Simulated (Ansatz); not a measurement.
**CH5OSSi radical: small, medium and large basis sets**

An exercise on one series of results from a longer session: the logs are not shown, and one member is left open.

Method: one geometry, several basis sets; program: Ansatz 0.2.0, Gaussian basis.

The runs, in order: PBE0-D4/def2-SVP; ωB97M-V/def2-SVP; PBE0-D4/def2-QZVPP; ωB97M-V/def2-QZVPP; the functionals' def2-TZVPP values are taken from earlier runs.

### Structure used throughout

All runs share one geometry, relaxed beforehand with PBE0-D4 in a triple-zeta def2 set.

9 atoms, charge 0, spin multiplicity 2.

Atoms are counted from 1 here; the program's logs count them from 0.

Bond lengths: C1–O2 1.412 Å, C1–H5 1.091 Å, C1–H6 1.094 Å, C1–H7 1.096 Å, O2–Si3 1.644 Å, Si3–S4 2.127 Å, Si3–H8 1.498 Å, S4–H9 1.344 Å. Angles: O2–C1–H5 108.0°, O2–C1–H6 111.2°, O2–C1–H7 111.7°, H5–C1–H6 108.7°, H5–C1–H7 108.6°, H6–C1–H7 108.7°, C1–O2–Si3 123.5°, O2–Si3–S4 110.4°, O2–Si3–H8 109.7°, S4–Si3–H8 105.2°, Si3–S4–H9 94.8°.

The first run:

File in.yaml:

```yaml
crystal:
  periodic: [false, false, false]
  atoms:
    - {symbol: C, position_ang: [-1.412664, 0.428349, 0.542316]}
    - {symbol: O, position_ang: [-0.008768, 0.349576, 0.417959]}
    - {symbol: Si, position_ang: [0.752235, -0.372083, -0.848616]}
    - {symbol: S, position_ang: [2.806361, -0.689023, -0.397105]}
    - {symbol: H, position_ang: [-1.644360, 0.697786, 1.573673]}
    - {symbol: H, position_ang: [-1.825727, 1.194570, -0.120983]}
    - {symbol: H, position_ang: [-1.893231, -0.530143, 0.315493]}
    - {symbol: H, position_ang: [0.182413, -1.739538, -1.067845]}
    - {symbol: H, position_ang: [3.132239, 0.614209, -0.432093]}
basis:
  gaussian: {orbitals: def2-SVP}
magnetization: {spin_polarized: true, initial_magnetization: 1}
hamiltonian: {xc: pbe0, dispersion: d4}
output: {orbitals: {seedname: orbitals}}
```

The run is started by

```bash
$ ansatz run in.yaml --threads 4 --pin off --events-out ev --progress --plain --max-ram 10444MiB
```

Steps of the session up to this table: PBE0-D4 in def2-SVP; ωB97M-V in def2-SVP; PBE0-D4 in def2-QZVPP; ωB97M-V in def2-QZVPP.

One table of the session follows, with a row left open; its other results are not shown here.

It belongs to the step «Functionals by basis». 

| functional | basis | HOMO (eV) | LUMO (eV) |
| --- | --- | --- | --- |
| PBE0-D4 | def2-SVP | -5.72 | -2.19 |
| PBE0-D4 | def2-TZVPP | -5.83 | -2.26 |
| PBE0-D4 | def2-QZVPP | -5.87 | -2.32 |
| ωB97M-V | def2-SVP | -7.46 | -0.52 |
| ωB97M-V | def2-TZVPP | -7.59 | -0.67 |
| ωB97M-V | def2-QZVPP | ? | ? |

Q: Estimate the row for ωB97M-V, def2-QZVPP from the others.

The run gave: HOMO (eV): -7.63; LUMO (eV): -0.77. In the column «HOMO (eV)» it is the lowest.
